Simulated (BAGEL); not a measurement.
# One shape, several levels: BPNH4F (SMILES NB(F)P)

We compute a comparison of 4 runs (B3LYP/6-31G*, B3LYP/cc-pVDZ, PBE0/cc-pVDZ, RI-MP2/cc-pVDZ) of BPNH4F. 

The calculation is run with BAGEL 1.2.2.

2 further runs of the same task are left out: 1 that didn't finish, 1 set aside as unsound or not needed.

## (1) The structure to begin with

BPNH4F has 8 atoms, charge 0, and is taken as a singlet. SMILES: `NB(F)P`. Geometry: relaxed at GFN2-xTB. This is one conformer, not always the lowest.

Bond lengths: N1–B2 1.384 Å, B2–F3 1.337 Å, B2–P4 1.922 Å, N1–H5 1.007 Å, N1–H6 1.004 Å, P4–H7 1.383 Å, P4–H8 1.384 Å. Angles: N1–B2–F3 117.2°, N1–B2–P4 123.6°, F3–B2–P4 119.1°, B2–N1–H5 122.2°, B2–N1–H6 124.1°, B2–P4–H7 95.6°, B2–P4–H8 96.2°, H5–N1–H6 113.7°, H7–P4–H8 93.7°.

## (2) The energy at B3LYP/6-31G(d) (density fitting with qzvpp-jkfit, spherical functions) (run 1)

input.json reads:

```json
{ "bagel": [

{
  "title": "molecule",
  "basis": "6-31gs.json",
  "df_basis": "qzvpp-jkfit",
  "angstrom": "true",
  "geometry": [
    { "atom": "N", "xyz": [      -0.096110,       1.294230,       0.302850 ] },
    { "atom": "B", "xyz": [       0.539620,       0.089190,       0.057030 ] },
    { "atom": "F", "xyz": [       1.831970,       0.138040,      -0.281020 ] },
    { "atom": "P", "xyz": [      -0.302770,      -1.623590,       0.280170 ] },
    { "atom": "H", "xyz": [       0.384560,       2.176350,       0.239070 ] },
    { "atom": "H", "xyz": [      -1.054820,       1.376360,       0.589990 ] },
    { "atom": "H", "xyz": [       0.204880,      -2.175180,      -0.882610 ] },
    { "atom": "H", "xyz": [      -1.507340,      -1.275400,      -0.305480 ] }
  ]
},

{ "title": "ks", "xc_func": "b3lyp" },

{ "title": "print", "file": "orbitals.molden", "orbitals": "true" }

]}
```

The basis set 6-31G* is read from a file made from the Basis Set Exchange's data (not shown).

Launch:

```
$ BAGEL_NUM_THREADS=1 BAGEL input.json > input.out
```

Standard output:

```text
* using 1 threads per process

  ===============================================================
  ===============================================================

  *** Geometry ***

  { "atom" : "N", "xyz" : [     -0.181622,      2.445740,      0.572304 ] },
  { "atom" : "B", "xyz" : [      1.019734,      0.168545,      0.107771 ] },
  { "atom" : "F", "xyz" : [      3.461922,      0.260858,     -0.531051 ] },
[... 4 lines of this table left out ...]
  { "atom" : "H", "xyz" : [     -2.848460,     -2.410157,     -0.577274 ] },

  Number of auxiliary basis functions:      429

  Since a DF basis is specified, we compute 2- and 3-index integrals:
    o Being stored without compression. Storage requirement is 0.016 GB

  Number of basis functions:       68
  Number of electrons      :       40

    * METHOD: MOLECULE                             0.14

  *** Kohn-Sham DFT ***

    * Removing 14465 points whose weight is below 1.00e-10
    * Grid points: 104783

  === Nuclear Repulsion ===
   148.2580334470

       - DIIS with orbital gradients will be used.

  === KS iteration (b3lyp / 6-31gs.json) ===
      0       -500.67044287          0.13685394           0.22
      1       -476.09684039          0.16729560           0.21
      2       -450.44378040          0.24843831           0.21
[... 16 lines of this table left out ...]
     19       -523.29448151          0.00000000           0.21
    * SCF iteration converged.

    * Permanent dipole moment:
           (    0.562610,    -0.911468,     0.117753) a.u.

    * METHOD: KS                                   4.61

    * METHOD: PRINT                                0.01

  ===============================================================
```

Wall time 5.1 s (1 thread of Arm Neoverse V2, shared host); peak memory 0.35 GiB.

## (3) The energy at B3LYP/cc-pVDZ (density fitting with qzvpp-jkfit) (run 2)

calc.json reads:

```json
{ "bagel" : [

{
  "title" : "molecule",
  "basis" : "cc-pvdz.json",
  "df_basis" : "qzvpp-jkfit",
  "angstrom" : "true",
  "geometry" : [
    { "atom" : "N", "xyz" : [      -0.096110,       1.294230,       0.302850 ] },
    { "atom" : "B", "xyz" : [       0.539620,       0.089190,       0.057030 ] },
    { "atom" : "F", "xyz" : [       1.831970,       0.138040,      -0.281020 ] },
    { "atom" : "P", "xyz" : [      -0.302770,      -1.623590,       0.280170 ] },
    { "atom" : "H", "xyz" : [       0.384560,       2.176350,       0.239070 ] },
    { "atom" : "H", "xyz" : [      -1.054820,       1.376360,       0.589990 ] },
    { "atom" : "H", "xyz" : [       0.204880,      -2.175180,      -0.882610 ] },
    { "atom" : "H", "xyz" : [      -1.507340,      -1.275400,      -0.305480 ] }
  ]
},

{
  "title" : "ks",
  "xc_func" : "b3lyp"
},

{
  "title" : "print",
  "file" : "orbitals.molden",
  "orbitals" : "true"
}

]}
```

The basis set cc-pVDZ is read from a file made from the Basis Set Exchange's data (not shown).

Launch:

```
$ BAGEL_NUM_THREADS=1 BAGEL calc.json > calc.out
```

Standard output:

```text
* using 1 threads per process

  ===============================================================
  ===============================================================

  *** Geometry ***

  { "atom" : "N", "xyz" : [     -0.181622,      2.445740,      0.572304 ] },
  { "atom" : "B", "xyz" : [      1.019734,      0.168545,      0.107771 ] },
  { "atom" : "F", "xyz" : [      3.461922,      0.260858,     -0.531051 ] },
[... 4 lines of this table left out ...]
  { "atom" : "H", "xyz" : [     -2.848460,     -2.410157,     -0.577274 ] },

  Number of auxiliary basis functions:      429

  Since a DF basis is specified, we compute 2- and 3-index integrals:
    o Being stored without compression. Storage requirement is 0.022 GB

  Number of basis functions:       80
  Number of electrons      :       40

    * METHOD: MOLECULE                             0.15

  *** Kohn-Sham DFT ***

    * Removing 14465 points whose weight is below 1.00e-10
    * Grid points: 104783

  === Nuclear Repulsion ===
   148.2580334470

       - DIIS with orbital gradients will be used.

  === KS iteration (b3lyp / cc-pvdz.json) ===
      0       -500.81390038          0.09318337           0.25
      1       -472.46511358          0.16796488           0.24
      2       -467.86430961          0.22715574           0.24
[... 17 lines of this table left out ...]
     20       -523.33325193          0.00000000           0.24
    * SCF iteration converged.

    * Permanent dipole moment:
           (    0.607935,    -0.856353,     0.031370) a.u.

    * METHOD: KS                                   5.48

    * METHOD: PRINT                                0.01

  ===============================================================
```

Wall time 6 s (1 thread of Arm Neoverse V2, shared host); peak memory 0.4 GiB.

Run 3 isn't shown in full; the table further down has it.

## (4) A single-point energy at RI-MP2/cc-pVDZ (density fitting with qzvpp-jkfit) (run 4)

calc.json, as its differences from that of step 3:

```diff
@@ -19,12 +19,5 @@
 
-{
-  "title" : "ks",
-  "xc_func" : "b3lyp"
-},
+{ "title" : "hf" },
 
-{
-  "title" : "print",
-  "file" : "orbitals.molden",
-  "orbitals" : "true"
-}
+{ "title" : "mp2", "ncore" : 8 }
```

The basis set cc-pVDZ is read from a file made from the Basis Set Exchange's data (not shown).

Launch:

```
$ BAGEL_NUM_THREADS=1 BAGEL calc.json > calc.out
```

Standard output:

```text
* using 1 threads per process

  ===============================================================
  ===============================================================

  *** Geometry ***

  { "atom" : "N", "xyz" : [     -0.181622,      2.445740,      0.572304 ] },
  { "atom" : "B", "xyz" : [      1.019734,      0.168545,      0.107771 ] },
  { "atom" : "F", "xyz" : [      3.461922,      0.260858,     -0.531051 ] },
[... 4 lines of this table left out ...]
  { "atom" : "H", "xyz" : [     -2.848460,     -2.410157,     -0.577274 ] },

[... 23 lines left out ...]
    * SCF iteration converged.
[... 1 line left out ...]
    * Permanent dipole moment:
[... 2 lines left out ...]
    * METHOD: HF                                   0.66

  *** RHF ***

  === Nuclear Repulsion ===
   148.2580334470

      * DIIS with orbital gradients will be used.

  === RHF iteration (cc-pvdz.json) ===
      0       -521.75565314          0.00000000           0.04
    * SCF iteration converged.

    * Permanent dipole moment:
           (    0.673556,    -0.829634,     0.037869) a.u.

  === DF-MP2 calculation ===

    * freezing 8 orbitals
    * 3-index integral transformation done
    * assembly done

      MP2 correlation energy:   -0.5604866111      0.02

      MP2 total energy:       -522.3161397528

    * METHOD: MP2                                  0.11

  ===============================================================
```

Wall time 1.1 s (1 thread of Arm Neoverse V2, shared host); peak memory 0.099 GiB.

## (5) The series

```csv
run,level,frozen core orbitals,energy (Eh),dipole moment (D),HOMO energy (eV),LUMO energy (eV),wall time
1,"B3LYP/6-31G* (density fitting with qzvpp-jkfit, spherical functions)",–,-523.294482,2.74,-6.83,0.91,5.1 s
2,B3LYP/cc-pVDZ (density fitting with qzvpp-jkfit),–,-523.333252,2.67,-6.89,0.72,6 s
3,PBE0/cc-pVDZ (density fitting with qzvpp-jkfit),–,-522.988564,2.73,-7.15,0.92,5.1 s
4,RI-MP2/cc-pVDZ (density fitting with qzvpp-jkfit),8,-522.316140,–,–,–,1.1 s
```

## (6) Summary of results

```
                                          quantity          value
                               run 4: total energy  -522.31614 Eh
run 4: correlation energy (8 core orbitals frozen)     -560.5 mEh
```

Over runs 1, 2, 3 the dipole moment (its size) runs from 2.67 D (B3LYP/cc-pVDZ) to 2.74 D (B3LYP/6-31G*). Over runs 1, 2, 3 the HOMO–LUMO gap runs from 7.60 eV (B3LYP/cc-pVDZ) to 8.08 eV (PBE0/cc-pVDZ). Totals of different functionals can't be ranked against each other. All runs together took 17 s, the longest 6 s.
